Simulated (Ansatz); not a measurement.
Task: a rigid scan of one bond angle of AlBrH2S2, SMILES [SH][Al]([SH])[Br], with Ansatz's Python interface. Give the script and its output. Level of theory (for the species named): r2scan0, def2-SVP basis, multiplicity 1.

```xyz
6

S    -0.0077    1.7224   -1.1278
Al   -0.0054   -0.3069   -0.2212
S    -0.0165   -0.5411    2.0200
Br    0.1106   -2.2114   -1.6210
H    -1.4613    1.7707   -1.1687
H     1.4224   -0.4978    2.0727
```

The script, `bend_albrh2s2.py`:
```python
"""Bending curve of AlBrH2S2."""

import ansatz as az
from ase import Atoms

config = {
    "basis": "def2-SVP",
    "xc": "r2scan0",
    "force_tol": 0.02,
}


def main() -> None:
    atoms = Atoms(["S", "Al", "S", "Br", "H", "H"], positions=[
        (-0.0077, 1.7224, -1.1278),
        (-0.0054, -0.3069, -0.2212),
        (-0.0165, -0.5411, 2.02),
        (0.1106, -2.2114, -1.621),
        (-1.4613, 1.7707, -1.1687),
        (1.4224, -0.4978, 2.0727),
    ])

    # start the scan from a relaxed geometry
    first = (
        az.Crystal.molecule_from_ase(atoms).calculation()
        .basis(gaussian=config["basis"])
        .functional(config["xc"])
        .scf(lower_state_search="standard")
        .relax(force_tolerance=config["force_tol"], max_steps=80)
    )
    atoms.positions = first.run(threads=1, pin="off").report["positions_ang"]

    rows = []
    for angle in [90, 100, 110, 120, 135, 150, 165, 179]:
        bent = atoms.copy()
        bent.set_angle(1, 0, 4, angle, indices=[4])
        model = (
            az.Crystal.molecule_from_ase(bent).calculation()
            .basis(gaussian=config["basis"])
            .functional(config["xc"])
            .scf(lower_state_search="standard")
        )
        rows.append((angle, model.run(threads=1, pin="off").report["free_energy_ev"]))
    floor = min(e for _, e in rows)
    for angle, e in rows:
        print(f"angle Al1-S0-H4 = {angle:3d} deg   {1000 * (e - floor):9.1f} meV")


if __name__ == "__main__":
    main()
```

Running `python bend_albrh2s2.py` prints:
```text
angle Al1-S0-H4 =  90 deg         0.0 meV
angle Al1-S0-H4 = 100 deg         0.1 meV
angle Al1-S0-H4 = 110 deg        80.0 meV
angle Al1-S0-H4 = 120 deg       231.0 meV
angle Al1-S0-H4 = 135 deg       555.4 meV
angle Al1-S0-H4 = 150 deg       922.7 meV
angle Al1-S0-H4 = 165 deg      1223.1 meV
angle Al1-S0-H4 = 179 deg      1346.7 meV
```

The settings weren't tested for convergence. The scan is rigid, and the energies are electronic, in a modest basis. The zero is the lowest point of the grid, which needn't be the minimum. Timing: 3.7 min on 1 thread of Arm Neoverse V1, on a shared host, peak memory 0.31 GiB.
